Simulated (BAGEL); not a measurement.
# HF/6-31G(d) (density fitting with qzvpp-jkfit, spherical functions) run of GaAsH4 (SMILES [GaH2][AsH2])

What is the energy change on altering one bond length of GaAsH4 at HF/6-31G* (density fitting with qzvpp-jkfit, spherical functions)? 

The results are computed with BAGEL 1.2.2.

6 further runs of the same task are left out: 3 that didn't finish, 3 set aside as unsound or not needed.

**1. The structure to begin with**

GaAsH4: 6 atoms, total charge 0, spin state singlet. As SMILES, `[GaH2][AsH2]`. Geometry: a GFN2-xTB relaxation, a rough one for these elements and not checked as a minimum.

Bond lengths: Ga1–As2 2.424 Å, Ga1–H3 1.610 Å, Ga1–H4 1.609 Å, As2–H5 1.509 Å, As2–H6 1.513 Å. Angles: Ga1–As2–H5 86.7°, Ga1–As2–H6 86.8°, As2–Ga1–H3 124.5°, As2–Ga1–H4 128.6°, H5–As2–H6 89.0°, H3–Ga1–H4 106.9°.

**2. A single-point energy at HF/6-31G(d) (density fitting with qzvpp-jkfit, spherical functions)**

Input file input.json:

```json
{ "bagel" : [

{
  "title" : "molecule",
  "basis" : "6-31gs.json",
  "df_basis" : "qzvpp-jkfit",
  "angstrom" : true,
  "geometry" : [
    { "atom" : "Ga", "xyz" : [   -0.464760,   -0.770390,   -0.271560 ] },
    { "atom" : "As", "xyz" : [    0.369240,    1.500550,   -0.427600 ] },
    { "atom" : "H", "xyz" : [    0.116920,   -1.888760,    0.729810 ] },
    { "atom" : "H", "xyz" : [   -1.665560,   -1.457060,   -1.093730 ] },
    { "atom" : "H", "xyz" : [    1.693460,    0.952870,    0.046150 ] },
    { "atom" : "H", "xyz" : [   -0.049290,    1.662800,    1.016930 ] }
  ]
},
{
  "title" : "hf"
},
{
  "title" : "print",
  "file" : "orbitals.molden",
  "orbitals" : true
}

]}
```

The basis set 6-31G* is read from a file made from the Basis Set Exchange's data (not shown).

Command:

```bash
$ BAGEL_NUM_THREADS=1 BAGEL input.json > input.out
```

The program printed:

```text
* using 1 threads per process

  ===============================================================
  ===============================================================

  *** Geometry ***

  { "atom" : "Ga", "xyz" : [     -0.878269,     -1.455826,     -0.513174 ] },
  { "atom" : "As", "xyz" : [      0.697762,      2.835629,     -0.808047 ] },
  { "atom" : "H", "xyz" : [      0.220947,     -3.569239,      1.379141 ] },
  { "atom" : "H", "xyz" : [     -3.147452,     -2.753444,     -2.066850 ] },
  { "atom" : "H", "xyz" : [      3.200176,      1.800663,      0.087211 ] },
  { "atom" : "H", "xyz" : [     -0.093145,      3.142237,      1.921719 ] },

  Number of auxiliary basis functions:      604

  Since a DF basis is specified, we compute 2- and 3-index integrals:
    o Being stored without compression. Storage requirement is 0.025 GB

  Number of basis functions:       72
  Number of electrons      :       68

    * METHOD: MOLECULE                             0.33

  *** RHF ***

  === Nuclear Repulsion ===
   289.2561489135

      * DIIS with orbital gradients will be used.

  === RHF iteration (6-31gs.json) ===
      0      -4159.12342793          0.00859521           0.09
      1      -4159.16401512          0.00512597           0.08
      2      -4159.17185823          0.00105041           0.08
      3      -4159.17291306          0.00027054           0.08
      4      -4159.17298044          0.00009296           0.08
      5      -4159.17298624          0.00002999           0.08
      6      -4159.17298723          0.00000929           0.08
      7      -4159.17298738          0.00000271           0.08
      8      -4159.17298739          0.00000126           0.08
      9      -4159.17298739          0.00000033           0.08
     10      -4159.17298739          0.00000013           0.08
     11      -4159.17298739          0.00000006           0.08
     12      -4159.17298739          0.00000002           0.08
     13      -4159.17298739          0.00000001           0.09
    * SCF iteration converged.

    * Permanent dipole moment:
           (   -0.072734,    -0.037853,    -0.092012) a.u.

    * METHOD: HF                                   1.42

    * METHOD: PRINT                                0.01

  ===============================================================
```

It took 1.9 s on 1 thread of Arm Neoverse V2, shared host; peak memory 0.14 GiB.

**3. The distorted shape**

Input file input.json:

```json
{ "bagel" : [

{
  "title" : "molecule",
  "basis" : "6-31gs.json",
  "df_basis" : "qzvpp-jkfit",
  "angstrom" : true,
  "geometry" : [
    { "atom" : "Ga", "xyz" : [      -2.053794,      -0.113186,      -0.840049 ] },
    { "atom" : "As", "xyz" : [      -1.219794,       2.157754,      -0.996089 ] },
    { "atom" : "H", "xyz" : [      -1.472114,      -1.231556,       0.161321 ] },
    { "atom" : "H", "xyz" : [      -3.254594,      -0.799856,      -1.662219 ] },
    { "atom" : "H", "xyz" : [       1.693460,       0.952870,       0.046150 ] },
    { "atom" : "H", "xyz" : [      -1.638324,       2.320004,       0.448441 ] }
  ]
},

{
  "title" : "hf"
},

{
  "title" : "print",
  "file" : "orbitals.molden",
  "orbitals" : true
}

]}
```

The basis set 6-31G* is read from a file made from the Basis Set Exchange's data (not shown).

Command:

```bash
$ BAGEL_NUM_THREADS=1 BAGEL input.json > input.out
```

The program printed:

```text
* using 1 threads per process

  ===============================================================
  ===============================================================

  *** Geometry ***

  { "atom" : "Ga", "xyz" : [     -3.881108,     -0.213891,     -1.587463 ] },
  { "atom" : "As", "xyz" : [     -2.305077,      4.077564,     -1.882335 ] },
  { "atom" : "H", "xyz" : [     -2.781892,     -2.327304,      0.304853 ] },
  { "atom" : "H", "xyz" : [     -6.150291,     -1.511509,     -3.141139 ] },
  { "atom" : "H", "xyz" : [      3.200176,      1.800663,      0.087211 ] },
  { "atom" : "H", "xyz" : [     -3.095984,      4.384172,      0.847431 ] },

  Number of auxiliary basis functions:      604

  Since a DF basis is specified, we compute 2- and 3-index integrals:
    o Being stored without compression. Storage requirement is 0.025 GB

  Number of basis functions:       72
  Number of electrons      :       68

    * METHOD: MOLECULE                             0.34

  *** RHF ***

  === Nuclear Repulsion ===
   280.9968199013

      * DIIS with orbital gradients will be used.

  === RHF iteration (6-31gs.json) ===
      0      -4158.91569995          0.00951435           0.09
      1      -4158.95918532          0.00728820           0.08
      2      -4158.98667766          0.00116267           0.09
      3      -4158.98855299          0.00043863           0.08
      4      -4158.98870931          0.00013882           0.08
      5      -4158.98873115          0.00005771           0.08
      6      -4158.98873741          0.00002573           0.08
      7      -4158.98873918          0.00001128           0.08
      8      -4158.98873945          0.00000616           0.08
      9      -4158.98873953          0.00000254           0.08
     10      -4158.98873955          0.00000116           0.09
     11      -4158.98873956          0.00000048           0.08
     12      -4158.98873956          0.00000022           0.08
     13      -4158.98873956          0.00000011           0.08
     14      -4158.98873956          0.00000004           0.08
     15      -4158.98873956          0.00000002           0.08
     16      -4158.98873956          0.00000001           0.08
    * SCF iteration converged.

    * Permanent dipole moment:
           (    1.043486,    -0.309477,     0.186122) a.u.

    * METHOD: HF                                   1.68

    * METHOD: PRINT                                0.01

  ===============================================================
```

Run time: 2.2 s. Hardware: 1 thread of Arm Neoverse V2, shared host; peak memory 0.14 GiB.

**4. Summary of results**

At HF/6-31G* (density fitting with qzvpp-jkfit, spherical functions):

| quantity | value |
| --- | --- |
| first shape: total energy | -4159.17299 Eh |
| first shape: dipole moment | 0.31 D |
| first shape: HOMO energy | -9.65 eV |
| first shape: LUMO energy | 0.84 eV |
| first shape: HOMO–LUMO gap | 10.49 eV |
| distorted shape: total energy | -4158.98874 Eh |
| distorted shape: dipole moment | 2.81 D |
| distorted shape: HOMO energy | -7.82 eV |
| distorted shape: LUMO energy | -1.72 eV |
| distorted shape: HOMO–LUMO gap | 6.11 eV |
| energy change with the As2–H5 bond stretched from 1.509 to 3.320 Å | 5.014 eV |

**Reading.** One bond (distorted shape) is far stretched, which a spin-restricted single reference describes badly; a broken-symmetry solution may lie lower. With the As2–H5 bond stretched from 1.509 to 3.320 Å the energy rises by 5.01 eV (116 kcal/mol). The first shape isn't relaxed at this level, so the change isn't measured from a minimum. A restricted reference can't describe the breaking bond well at this length.
